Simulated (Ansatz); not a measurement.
# GaH4InSi: the cost of one run

The runs use Ansatz 0.2.0, Gaussian basis; the settings change from run to run.

## 1. The molecule

The geometry comes from an earlier relaxation with PBE0-D4 in a triple-zeta def2 set; it is a stationary point, not always the lowest conformer. In takes a core potential in def2 sets; no spin-orbit term is included.

7 atoms, charge 0, spin multiplicity 1.

Atoms are counted from 1 here; the program's logs count them from 0.

Bond lengths: Si1–Ga2 2.677 Å, Si1–In3 3.025 Å, Si1–H4 1.497 Å, Si1–H5 1.497 Å, Si1–H7 1.512 Å, Ga2–H6 1.795 Å, In3–H6 2.114 Å. Angles: Ga2–Si1–In3 71.2°, Ga2–Si1–H4 97.7°, Ga2–Si1–H5 97.4°, Ga2–Si1–H7 144.6°, In3–Si1–H4 126.5°, In3–Si1–H5 126.4°, In3–Si1–H7 73.4°, H4–Si1–H5 106.6°, H4–Si1–H7 103.3°, H5–Si1–H7 103.3°, Si1–Ga2–H6 93.8°, Si1–In3–H6 78.3°, Ga2–H6–In3 116.7°.

Coordinates:

```xyz
7
GaH4InSi
Si   -0.3578    0.1359   -0.7885
Ga   -0.5073    0.8803    1.7791
In    1.7234   -1.3882    0.7912
H    -1.7934   -0.2455   -0.9717
H    -0.2000    1.5034   -1.3764
H     0.8292   -0.2013    2.2947
H     0.3672   -0.7526   -1.7741
```

## 2. revPBE0/def2-TZVPP

Options: coordinates scaled by 0.96.

in.yaml reads:

```yaml
crystal:
  periodic: [false, false, false]
  atoms:
    - {symbol: Si, position_ang: [-0.343451, 0.130422, -0.756918]}
    - {symbol: Ga, position_ang: [-0.487052, 0.845136, 1.707936]}
    - {symbol: In, position_ang: [1.654427, -1.332704, 0.759508]}
    - {symbol: H, position_ang: [-1.721642, -0.235687, -0.932798]}
    - {symbol: H, position_ang: [-0.191979, 1.443235, -1.321388]}
    - {symbol: H, position_ang: [0.796077, -0.193208, 2.202920]}
    - {symbol: H, position_ang: [0.352469, -0.722475, -1.703131]}
basis:
  gaussian: {orbitals: def2-TZVPP}
hamiltonian: {xc: {name: revPBE0}}
```

The run is started by

```console
$ ansatz run in.yaml --threads 2 --pin off --events-out ev --progress --plain --max-ram 4352MiB
```

Q: Estimate wall time and peak memory on 2 threads of Arm Neoverse V1, shared host.

About 4.1 s, with a peak of 0.46 GiB.
